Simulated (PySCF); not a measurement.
# CGeF2BrH3 in PySCF: settings compared

One molecule, CGeF2BrH3, is run at these levels: HF, PBE, PBE0; tasks: MP2 correlation energy, RPA correlation energy, G0W0 quasiparticle levels, excitation energies (Tamm-Dancoff).

Program: PySCF 2.14.0. These are calculated values, not measurements. Logs are shortened: lines on timing, memory, paths and dates and some standing lists are left out, and cuts for length are marked.

### Step 1. The cell of the first run

The cell holds a molecule in a box, 8 atoms: a = 13.000 Å, b = 13.000 Å, c = 13.000 Å, α = 90.00°, β = 90.00°, γ = 90.00°.

### Step 2. MP2 correlation energy, HF (atoms moved at random, drawn with an rms of 0.05 Å)

Contents of run.py:

```python
import json
import numpy as np
from pyscf.pbc import gto, scf, dft, df
from pyscf.pbc.tools import pyscf_ase
from ase.io import read

atoms = read('GeH3CBrF2.cif')
cell = pyscf_ase.cell_from_ase(atoms)
cell.basis = '6-31g*'
cell.exp_to_discard = 0
cell.precision = 1e-08
cell.max_memory = 2520  # MB
cell.verbose = 4
cell.build()

res = {}
kpts = cell.make_kpts([1, 1, 1])
mf = scf.KRHF(cell, kpts, exxdiv='ewald')
mf = mf.density_fit()
mf.with_df._cderi = 'cderi.h5'  # three-centre integrals saved by an earlier run on this cell, basis and mesh
mf.conv_tol = 1e-08
mf.max_cycle = 60

mf.kernel()
res.update(converged=bool(mf.converged), e_tot=mf.e_tot, nelec=cell.nelectron, nao=cell.nao, mesh=list(map(int, cell.mesh)), a=cell.lattice_vectors().tolist(), coords=cell.atom_coords().tolist(),
           mo_energy=[np.real(x).tolist() for x in mf.mo_energy], mo_occ=[np.real(x).tolist() for x in mf.mo_occ])
import h5py
print('fit functions by k pair:', sorted({v['0'].shape[0] for v in h5py.File(mf.with_df._cderi)['j3c'].values()}))
res.update(kpts=cell.get_scaled_kpts(kpts).tolist())
res['parts'] = {k: float(np.real(v)) for k, v in mf.scf_summary.items() if np.isscalar(v)}
json.dump(res, open('results.json', 'w'))
if not mf.converged:
    raise SystemExit('SCF not converged')

print('levels (eV)')
for i, kp in enumerate(res['kpts'][:40]):
    print('k %7.4f %7.4f %7.4f  ' % tuple(kp), ' '.join('%.3f' % (x * 27.211386) for x in res['mo_energy'][i][:52]))

# Mulliken populations
dm, s = np.asarray(mf.make_rdm1()), np.asarray(mf.get_ovlp())
sites = cell.aoslice_by_atom()[:, 2:]
tot = np.einsum('kij,kji->i', dm, s).real / len(kpts)
res['mulliken'] = [cell.atom_charge(i) - tot[a0:a1].sum() for i, (a0, a1) in enumerate(sites)]
print('Mulliken charges', np.round(res['mulliken'], 5))

from pyscf.pbc import mp
pt = mp.KMP2(mf, frozen=21)
pt.kernel(with_t2=False)
res.update(e_corr=pt.e_corr, e_ss=getattr(pt, 'e_corr_ss', None), e_os=getattr(pt, 'e_corr_os', None))
res['done'] = True
json.dump(res, open('results.json', 'w'))
```

Contents of GeH3CBrF2.cif:

```cif
data_GeH3CBrF2
_cell_length_a 13.00000000
_cell_length_b 13.00000000
_cell_length_c 13.00000000
_cell_angle_alpha 90.00000000
_cell_angle_beta 90.00000000
_cell_angle_gamma 90.00000000
_space_group_name_H-M_alt 'P1'
_space_group_name_Hall 'P 1'
_space_group_IT_number 1
loop_
_space_group_symop_operation_xyz
'x,y,z'
loop_
_atom_site_label
_atom_site_type_symbol
_atom_site_symmetry_multiplicity
_atom_site_Wyckoff_symbol
_atom_site_fract_x
_atom_site_fract_y
_atom_site_fract_z
_atom_site_occupancy
C1 C 1 a 0.4497360000 0.4276440000 0.5841310000 1
Ge1 Ge 1 a 0.5125560000 0.5027130000 0.4657040000 1
F1 F 1 a 0.6268540000 0.5436050000 0.4916350000 1
F2 F 1 a 0.5180040000 0.4241190000 0.3604450000 1
Br1 Br 1 a 0.4124240000 0.6439630000 0.4169200000 1
H1 H 1 a 0.3717750000 0.4002910000 0.5640350000 1
H2 H 1 a 0.4460090000 0.4726410000 0.6447310000 1
H3 H 1 a 0.5048350000 0.3594480000 0.5931100000 1
```

Potentials or basis: 6-31g* (all-electron).

Command:

```console
$ OMP_NUM_THREADS=2 python -u run.py > log
```

The program printed:

```text
Discarded 0 diffused primitive functions, 0 contracted functions

PySCF version 2.14.0

[INPUT] verbose = 4
[INPUT] num. atoms = 8
[INPUT] num. electrons = 94
[INPUT] charge = 0
[INPUT] spin (= nelec alpha-beta = 2S) = 0
[INPUT] symmetry False subgroup None
[INPUT] Mole.unit = angstrom
[INPUT] Symbol           X                Y                Z      unit          X                Y                Z       unit  Magmom
[INPUT]  1 C      5.846568000000   5.559372000000   7.593703000000 AA   11.048412288646  10.505690504576  14.350018941288 Bohr   0.0
[INPUT]  2 Ge     6.663228000000   6.535269000000   6.054152000000 AA   12.591676025533  12.349868560360  11.440689196488 Bohr   0.0
[INPUT]  3 F      8.149102000000   7.066865000000   6.391255000000 AA   15.399570941145  13.354439409274  12.077721542257 Bohr   0.0
[INPUT]  4 F      6.734052000000   5.513547000000   4.685785000000 AA   12.725513988580  10.419093804917   8.854850328595 Bohr   0.0
[INPUT]  5 Br     5.361512000000   8.371519000000   5.419960000000 AA   10.131789293569  15.819878156593  10.242240006098 Bohr   0.0
[INPUT]  6 H      4.833075000000   5.203783000000   7.332455000000 AA    9.133188089482   9.833724681668  13.856331770698 Bohr   0.0
[INPUT]  7 H      5.798117000000   6.144333000000   8.381503000000 AA   10.956853168185  11.611106588127  15.838745182220 Bohr   0.0
[INPUT]  8 H      6.562855000000   4.672824000000   7.710430000000 AA   12.401998545232   8.830357588295  14.570601002630 Bohr   0.0

nuclear repulsion = 209.676330196594
number of shells = 48
number of NR pGTOs = 283
number of NR cGTOs = 112
basis = 6-31g*
ecp = {}
lattice vectors  a1 [24.566439619, 0.000000000, 0.000000000]
                 a2 [0.000000000, 24.566439619, 0.000000000]
                 a3 [0.000000000, 0.000000000, 24.566439619]
dimension = 3
low_dim_ft_type = None
Cell volume = 14826.1
exp_to_discard = 0
rcut = 29.524367151608605 (nimgs = [2 2 2])
precision = 1e-08
pseudo = None
ke_cutoff = 7454945.320861678
    = [30197 30197 30197] mesh (27535400455373 PWs)

******** <class 'pyscf.pbc.scf.khf.KRHF'> ********
method = KRHF
initial guess = minao
damping factor = 0
level_shift factor = 0
DIIS = <class 'pyscf.scf.diis.CDIIS'>
diis_start_cycle = 1
diis_space = 8
diis_damp = 0
SCF conv_tol = 1e-08
SCF conv_tol_grad = None
SCF max_cycles = 60
direct_scf = True
direct_scf_tol = 1e-13

******** PBC SCF flags ********
N kpts = 1
Exchange divergence treatment (exxdiv) = ewald
    madelung (= occupied orbital energy shift) = 0.11549485898014883
    Total energy shift due to Ewald probe charge = -1/2 * Nelec*madelung = -5.42825837207
DF object = <pyscf.pbc.df.df.GDF object>
Set gradient conv threshold to 0.0001

******** <class 'pyscf.pbc.df.rsdf_builder._RSNucBuilder'> ********
mesh = [47 47 47] (103823 PWs)
ke_cutoff = 17.302185920816544
omega = 0.5229654415994075
exclude_d_aux = False
exclude_dd_block = True
j2c_eig_always = False
has_long_range = True
init E= -4884.73431925439
  HOMO = -0.318752678019  LUMO = 0.0405476712429  gap/eV = 9.77706
cycle= 1 E= -4884.4626365045  delta_E= 0.272  |g|= 0.815  |ddm|= 2.65
  HOMO = -0.413195754011  LUMO = 0.0853557384156  gap/eV = 13.56628
cycle= 2 E= -4884.54583111242  delta_E= -0.0832  |g|= 0.552  |ddm|= 0.994
  HOMO = -0.409955123381  LUMO = 0.122492717951  gap/eV = 14.48864
cycle= 3 E= -4884.58709664373  delta_E= -0.0413  |g|= 0.0474  |ddm|= 0.34
  HOMO = -0.411395958259  LUMO = 0.133410066967  gap/eV = 14.82493
cycle= 4 E= -4884.58799827653  delta_E= -0.000902  |g|= 0.0142  |ddm|= 0.0767
  HOMO = -0.411528779666  LUMO = 0.132910510702  gap/eV = 14.81495
cycle= 5 E= -4884.58809850645  delta_E= -0.0001  |g|= 0.00357  |ddm|= 0.0287
  HOMO = -0.411688873514  LUMO = 0.133101683646  gap/eV = 14.82451
cycle= 6 E= -4884.58810713668  delta_E= -8.63e-06  |g|= 0.00135  |ddm|= 0.00853
  HOMO = -0.411795912138  LUMO = 0.133109964889  gap/eV = 14.82764
cycle= 7 E= -4884.5881081566  delta_E= -1.02e-06  |g|= 0.000494  |ddm|= 0.00289
  HOMO = -0.411831433062  LUMO = 0.133094329064  gap/eV = 14.82819
cycle= 8 E= -4884.58810829494  delta_E= -1.38e-07  |g|= 0.000129  |ddm|= 0.00116
  HOMO = -0.411833915696  LUMO = 0.133102109084  gap/eV = 14.82846
cycle= 9 E= -4884.58810830528  delta_E= -1.03e-08  |g|= 3.27e-05  |ddm|= 0.000351
  HOMO = -0.411835610956  LUMO = 0.133098553982  gap/eV = 14.82841
cycle= 10 E= -4884.58810830578  delta_E= -4.93e-10  |g|= 1.13e-05  |ddm|= 6.77e-05
  HOMO = -0.411836876964  LUMO = 0.13309771431  gap/eV = 14.82843
Extra cycle  E= -4884.58810830582  delta_E= -4.55e-11  |g|= 5.68e-06  |ddm|= 1.65e-05
converged SCF energy = -4884.58810830582
fit functions by k pair: [621]
levels (eV)
k  0.0000  0.0000  0.0000   -13335.556 -11031.554 -1775.415 -1594.725 -1594.695 -1594.695 -1423.927 -1263.177 -1263.148 -1263.134 -715.717 -715.038 -306.026 -268.566 -203.553 -203.374 -203.373 -199.416 -144.322 -144.304 -144.220 -83.365 -83.287 -83.286 -83.098 -83.098 -46.093 -45.329 -44.760 -44.695 -44.667 -42.641 -41.646 -27.346 -26.424 -21.070 -18.794 -18.526 -18.250 -17.369 -17.029 -16.462 -15.640 -14.516 -12.226 -11.368 -11.207 3.622 4.932 4.994 5.488 6.674
Mulliken charges [-0.67493  1.38435 -0.5375  -0.52936 -0.29596  0.21947  0.23424  0.19969]

******** <class 'pyscf.pbc.mp.kmp2.KMP2'> ********
nkpts = 1
nocc = 26
nmo = 91
with_df_ints = True
frozen orbitals = 21
E(KMP2) = -4885.58568490694  E_corr = -0.997576601116914
E(SCS-KMP2) = -4885.51224444419  E_corr = -0.924136138373323
E_corr(same-spin) = -0.314948980346507
E_corr(oppo-spin) = -0.682627620770406
```

It took 30 s on 2 threads of Intel Xeon at 2.70GHz, shared host; peak memory 1.9 GiB.

Results:

| Quantity | Value |
| --- | --- |
| Free energy | -132916.4137 eV |
| Gap between the frontier levels | 14.83 eV |
| Mulliken charges | C -0.67; Ge +1.38; F -0.54, -0.53; Br -0.30; H +0.22, +0.23, +0.20 e |
| MP2 correlation energy per cell | -27.145 eV |

Caveat: the basis is small and the box finite, so much correlation energy is missing and levels can be off by tenths of an eV; Mulliken charges move with the basis; this is a molecule in a periodic box at the Γ point, so its band gap is the HOMO-LUMO gap; total energy, band gap and charges are those of the mean-field reference; relativity is left out, which matters for the heavier elements; the basis of atomic orbitals isn't converged, which shifts pressures, moduli and gaps.

### Step 3. RPA correlation energy, PBE (atoms moved at random, drawn with an rms of 0.05 Å)

run.py: that of step 2 with these lines changed.

```diff
@@ -17,3 +17,3 @@
 kpts = cell.make_kpts([1, 1, 1])
-mf = scf.KRHF(cell, kpts, exxdiv='ewald')
+mf = dft.KRKS(cell, kpts, xc='pbe')
 mf = mf.density_fit()
@@ -45,6 +45,9 @@
 
-from pyscf.pbc import mp
-pt = mp.KMP2(mf, frozen=21)
-pt.kernel(with_t2=False)
-res.update(e_corr=pt.e_corr, e_ss=getattr(pt, 'e_corr_ss', None), e_os=getattr(pt, 'e_corr_os', None))
+from pyscf.pbc.gw.krpa import KRPA
+rpa = KRPA(mf, frozen=21)
+rpa.kernel()
+res.update(e_corr=rpa.e_corr, e_hf=rpa.e_hf, e_rpa=rpa.e_tot)
+rpa.fc = True  # again, with the correction for q -> 0
+rpa.kernel()
+res['e_corr_fc'] = rpa.e_corr
 res['done'] = True
```

GeH3CBrF2.cif is that of step 2.

Potentials or basis: 6-31g* (all-electron).

Command:

```console
$ OMP_NUM_THREADS=2 python -u run.py > log
```

The program printed:

```text
Discarded 0 diffused primitive functions, 0 contracted functions

PySCF version 2.14.0

[INPUT] verbose = 4
[INPUT] num. atoms = 8
[INPUT] num. electrons = 94
[INPUT] charge = 0
[INPUT] spin (= nelec alpha-beta = 2S) = 0
[INPUT] symmetry False subgroup None
[INPUT] Mole.unit = angstrom
[INPUT] Symbol           X                Y                Z      unit          X                Y                Z       unit  Magmom
[INPUT]  1 C      5.846568000000   5.559372000000   7.593703000000 AA   11.048412288646  10.505690504576  14.350018941288 Bohr   0.0
[INPUT]  2 Ge     6.663228000000   6.535269000000   6.054152000000 AA   12.591676025533  12.349868560360  11.440689196488 Bohr   0.0
[INPUT]  3 F      8.149102000000   7.066865000000   6.391255000000 AA   15.399570941145  13.354439409274  12.077721542257 Bohr   0.0
[INPUT]  4 F      6.734052000000   5.513547000000   4.685785000000 AA   12.725513988580  10.419093804917   8.854850328595 Bohr   0.0
[INPUT]  5 Br     5.361512000000   8.371519000000   5.419960000000 AA   10.131789293569  15.819878156593  10.242240006098 Bohr   0.0
[INPUT]  6 H      4.833075000000   5.203783000000   7.332455000000 AA    9.133188089482   9.833724681668  13.856331770698 Bohr   0.0
[INPUT]  7 H      5.798117000000   6.144333000000   8.381503000000 AA   10.956853168185  11.611106588127  15.838745182220 Bohr   0.0
[INPUT]  8 H      6.562855000000   4.672824000000   7.710430000000 AA   12.401998545232   8.830357588295  14.570601002630 Bohr   0.0

[... 95 lines left out ...]
nelec by numeric integration = 94.00001392743968
cycle= 11 E= -4889.31697600471  delta_E= -6.52e-10  |g|= 1.26e-05  |ddm|= 7.68e-05
  HOMO = -0.248389501599  LUMO = -0.0468514969389  gap/eV = 5.48413
nelec by numeric integration = 94.00001392728828
Extra cycle  E= -4889.31697600465  delta_E= 6e-11  |g|= 2.13e-05  |ddm|= 4.43e-05
converged SCF energy = -4889.31697600465
fit functions by k pair: [621]
levels (eV)
k  0.0000  0.0000  0.0000   -13087.122 -10805.536 -1681.613 -1516.087 -1516.006 -1516.006 -1339.775 -1193.306 -1193.274 -1193.259 -660.435 -659.835 -269.499 -228.685 -170.878 -170.605 -170.603 -164.577 -116.042 -116.012 -115.918 -66.992 -66.916 -66.914 -66.713 -66.713 -32.267 -31.665 -31.266 -31.242 -31.212 -28.999 -28.034 -18.883 -17.716 -13.633 -11.316 -10.871 -10.565 -10.426 -9.958 -9.272 -9.196 -8.870 -7.677 -6.819 -6.759 -1.275 0.760 0.877 1.566 2.712
Mulliken charges [-0.59887  0.76893 -0.32257 -0.32209 -0.17298  0.21526  0.23176  0.20056]

******** <class 'pyscf.pbc.gw.krpa.KRPA'> ********
method = KRPA
RPA nocc = 26, nvir = 65, nkpts = 1
frozen orbitals = 21
grid type = legendre
outcore mode = False
RPA finite size corrections = False
ACFD exchange energy = False

******** <class 'pyscf.pbc.gw.krpa.KRPA'> ********
method = KRPA
RPA nocc = 26, nvir = 65, nkpts = 1
frozen orbitals = 21
grid type = legendre
outcore mode = False
RPA finite size corrections = True
ACFD exchange energy = False
```

It took 2 min on 2 threads of Intel Xeon at 2.70GHz, shared host; peak memory 2.2 GiB.

Results:

```yaml
Free_energy: -133045.0927 eV
Gap_between_the_frontier_levels_mean-field_level: 5.48 eV
Mulliken_charges: C -0.60; Ge +0.77; F -0.32; Br -0.17; H +0.22, +0.23, +0.20 e
RPA_correlation_energy: -4.699 eV/atom
RPA_correlation_energy_per_cell: -37.590 eV
```

Caveat: the basis is small and the box finite, so much correlation energy is missing and levels can be off by tenths of an eV; Mulliken charges move with the basis; this is a molecule in a periodic box at the Γ point, so its band gap is the HOMO-LUMO gap; total energy, band gap and charges are those of the mean-field reference; relativity is left out, which matters for the heavier elements; the basis of atomic orbitals isn't converged, which shifts pressures, moduli and gaps.

### Step 4. G0W0 quasiparticle levels, PBE0 (atoms moved at random, drawn with an rms of 0.05 Å)

run.py: that of step 3 with these lines changed.

```diff
@@ -17,3 +17,3 @@
 kpts = cell.make_kpts([1, 1, 1])
-mf = dft.KRKS(cell, kpts, xc='pbe')
+mf = dft.KRKS(cell, kpts, xc='pbe0', exxdiv='ewald')
 mf = mf.density_fit()
@@ -45,9 +45,9 @@
 
-from pyscf.pbc.gw.krpa import KRPA
-rpa = KRPA(mf, frozen=21)
-rpa.kernel()
-res.update(e_corr=rpa.e_corr, e_hf=rpa.e_hf, e_rpa=rpa.e_tot)
-rpa.fc = True  # again, with the correction for q -> 0
-rpa.kernel()
-res['e_corr_fc'] = rpa.e_corr
+from pyscf.pbc.gw.krgw_ac import KRGWAC
+gw = KRGWAC(mf, frozen=21)
+gw.fc = True
+orbs = list(range(44, 50))
+gw.kernel(orbs=orbs)
+res['orbs'] = orbs
+res['qp'] = np.asarray(gw.mo_energy).real.tolist()
 res['done'] = True
```

GeH3CBrF2.cif is that of step 3.

Potentials or basis: 6-31g* (all-electron).

Command:

```console
$ OMP_NUM_THREADS=2 python -u run.py > log
```

The program printed:

```text
Discarded 0 diffused primitive functions, 0 contracted functions

PySCF version 2.14.0

[INPUT] verbose = 4
[INPUT] num. atoms = 8
[INPUT] num. electrons = 94
[INPUT] charge = 0
[INPUT] spin (= nelec alpha-beta = 2S) = 0
[INPUT] symmetry False subgroup None
[INPUT] Mole.unit = angstrom
[INPUT] Symbol           X                Y                Z      unit          X                Y                Z       unit  Magmom
[INPUT]  1 C      5.846568000000   5.559372000000   7.593703000000 AA   11.048412288646  10.505690504576  14.350018941288 Bohr   0.0
[INPUT]  2 Ge     6.663228000000   6.535269000000   6.054152000000 AA   12.591676025533  12.349868560360  11.440689196488 Bohr   0.0
[INPUT]  3 F      8.149102000000   7.066865000000   6.391255000000 AA   15.399570941145  13.354439409274  12.077721542257 Bohr   0.0
[INPUT]  4 F      6.734052000000   5.513547000000   4.685785000000 AA   12.725513988580  10.419093804917   8.854850328595 Bohr   0.0
[INPUT]  5 Br     5.361512000000   8.371519000000   5.419960000000 AA   10.131789293569  15.819878156593  10.242240006098 Bohr   0.0
[INPUT]  6 H      4.833075000000   5.203783000000   7.332455000000 AA    9.133188089482   9.833724681668  13.856331770698 Bohr   0.0
[INPUT]  7 H      5.798117000000   6.144333000000   8.381503000000 AA   10.956853168185  11.611106588127  15.838745182220 Bohr   0.0
[INPUT]  8 H      6.562855000000   4.672824000000   7.710430000000 AA   12.401998545232   8.830357588295  14.570601002630 Bohr   0.0
[... 93 lines left out ...]
nelec by numeric integration = 94.00001339434718
Extra cycle  E= -4889.17258315207  delta_E= 1.26e-10  |g|= 4.08e-05  |ddm|= 7.07e-05
converged SCF energy = -4889.17258315207
fit functions by k pair: [621]
levels (eV)
k  0.0000  0.0000  0.0000   -13149.158 -10862.001 -1705.302 -1535.951 -1535.882 -1535.881 -1361.067 -1210.994 -1210.962 -1210.947 -674.368 -673.743 -278.760 -238.997 -179.373 -179.120 -179.118 -173.641 -123.445 -123.419 -123.323 -71.399 -71.322 -71.320 -71.118 -71.118 -36.021 -35.384 -34.947 -34.916 -34.887 -32.681 -31.700 -21.294 -20.181 -15.747 -13.379 -12.885 -12.692 -12.286 -11.706 -11.437 -11.295 -10.697 -9.108 -8.225 -8.137 -0.308 1.669 1.746 2.429 3.660
Mulliken charges [-0.65927  0.94692 -0.38486 -0.38234 -0.2059   0.22864  0.24463  0.21218]

******** <class 'pyscf.pbc.gw.krgw_ac.KRGWAC'> ********
method = KRGWAC
GW nocc = 26, nvir = 65, nkpts = 1
frozen orbitals = 21
orbital list = [44, 45, 46, 47, 48, 49]
off-diagonal self-energy = False
GW density matrix = False
density-fitting for exchange = False
outcore for self-energy= False
finite size corrections = True
grids for finite size corrections = False
broadening parameter = 5.000e-03
number of grids = 100
analytic continuation method = pade
imaginary frequency cutoff = 5.0
Pade points = 18
Pade step ratio = 0.667
use perturbative linearized QP eqn = False
QPE max iter = 100
QPE tolerance = 1.0e-06

WARN: GW QP energies may not be sorted from min to max
```

It took 83 s on 2 threads of Intel Xeon at 2.70GHz, shared host; peak memory 2.1 GiB.

Results:

| Quantity | Value |
| --- | --- |
| Free energy | -133041.1636 eV |
| Gap between the frontier levels, mean-field level | 7.83 eV |
| Mulliken charges | C -0.66; Ge +0.95; F -0.38; Br -0.21; H +0.23, +0.24, +0.21 e |
| Quasiparticle gap | 12.19 eV |

Levels at points of the mesh, in eV from the valence-band top:
```csv
k point,band 45,band 46,band 47,band 48,band 49,band 50
"(0.00, 0.00, 0.00)",-0.97,-0.09,0.00,7.83,9.81,9.88
```

Caveat: the basis is small and the box finite, so much correlation energy is missing and levels can be off by tenths of an eV; Mulliken charges move with the basis; this is a molecule in a periodic box at the Γ point, so its band gap is the HOMO-LUMO gap; total energy, band gap and charges are those of the mean-field reference; relativity is left out, which matters for the heavier elements; the basis of atomic orbitals isn't converged, which shifts pressures, moduli and gaps.

(Part 1 of 2 ends here.)
